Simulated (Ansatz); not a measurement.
## AlN, space group F-43m: relaxations under a series of pressures, step by step

With the Python package of Ansatz (0.2.0).

Interactive session:
```pycon
>>> import ansatz as az
>>> import numpy as np
>>> import pandas as pd
>>> from pymatgen.core import Lattice, Structure
>>> from pymatgen.io.ase import AseAtomsAdaptor
>>> def edges_and_angles(cell):
...     cell = np.asarray(cell)
...     a, b, c = np.linalg.norm(cell, axis=1)
...     cosines = cell[1] @ cell[2] / (b * c), cell[0] @ cell[2] / (a * c), cell[0] @ cell[1] / (a * b)
...     return (a, b, c, *np.degrees(np.arccos(cosines)))
...
>>> pmg_structure = Structure(
...     Lattice([[0.0, 2.183994, 2.183994], [2.183994, 0.0, 2.183994], [2.183994, 2.183994, 0.0]]),
...     ["Al", "N"],
...     [
...         [0.0, 0.0, 0.0],
...         [0.75, 0.75, 0.75],
...     ],
... )
>>> crystal = az.Crystal.from_ase(AseAtomsAdaptor.get_atoms(pmg_structure))
>>> calc = (
...     crystal.calculation()
...     .functional("r2scan")
...     .kpoints(8, 8, 8)  # the mesh must be finer for metals
...     .occupations("fixed")  # whole-number filling, right only where there is a gap
... )
>>> # H = F + PV, with 1 GPa A^3 = 1/160.21766 eV
>>> rows = []
>>> for pressure in [-2, 0, 2, 5, 10]:
...     outcome = calc.relax(cell=True, pressure=pressure).run(threads=1, backend="cpu")
...     cell = outcome.lattice.cell_ang
...     n_atoms = len(outcome.lattice.sites)
...     volume = abs(np.linalg.det(cell)) / n_atoms
...     enthalpy = outcome.report["free_energy_ev"] / n_atoms + pressure * volume / 160.21766
...     rows.append((pressure, volume, enthalpy, *edges_and_angles(cell)))
...     print(f"{pressure} GPa done: {volume:.4f} A^3/atom")
...
DeckWarning: basis.ecutwfc = 500 eV, auto-derived from the records' recommended cutoffs: set by Al (their level for a meta-GGA)
-2 GPa done: 10.5307 A^3/atom
0 GPa done: 10.4302 A^3/atom
2 GPa done: 10.3329 A^3/atom
5 GPa done: 10.1954 A^3/atom
10 GPa done: 9.9839 A^3/atom
>>> table = pd.DataFrame(rows, columns=["P_GPa", "V_A3_atom", "H_eV_atom", "a", "b", "c", "alpha", "beta", "gamma"])
>>> table.round(4)
   P_GPa  V_A3_atom  H_eV_atom       a       b       c  alpha  beta  gamma
0     -2    10.5307  -464.3494  3.0998  3.0998  3.0998   60.0  60.0   60.0
1      0    10.4302  -464.2186  3.0899  3.0899  3.0899   60.0  60.0   60.0
2      2    10.3329  -464.0890  3.0803  3.0803  3.0803   60.0  60.0   60.0
3      5    10.1954  -463.8968  3.0665  3.0665  3.0665   60.0  60.0   60.0
4     10     9.9839  -463.5820  3.0452  3.0452  3.0452   60.0  60.0   60.0
>>> p, v = np.array([row[0] for row in rows], float), np.array([row[1] for row in rows])
>>> print("mean bulk modulus between rows (GPa):", np.round(-np.diff(p) / np.diff(np.log(v)), 1))
mean bulk modulus between rows (GPa): [208.6 213.2 224.  238.5]
```

The volume falls from 10.53 Å³ an atom at -2 GPa to 9.98 at 10 GPa, by 5.2 %. Between -2 and 0 GPa, -V dP/dV is about 209 GPa, a mean over that step.

Notes:
- Absolute energies stand on the zero of these potentials, so only differences at equal settings mean something.
- At a fixed pressure a relaxation lowers the enthalpy F + PV, while F alone can rise.
- Edges and angles are those of the cell as typed, here a primitive one, not of the conventional cell.
- This cell is a computed structure, which may not be the phase found in nature.
- Warnings are shown shortened and without file and line.
- Symmetry holds the cell in this phase, whether or not it is the stable one at each pressure.
- Run time: 22 s on 1 thread of Arm Neoverse V2, on a shared host, peak memory 0.5 GiB.
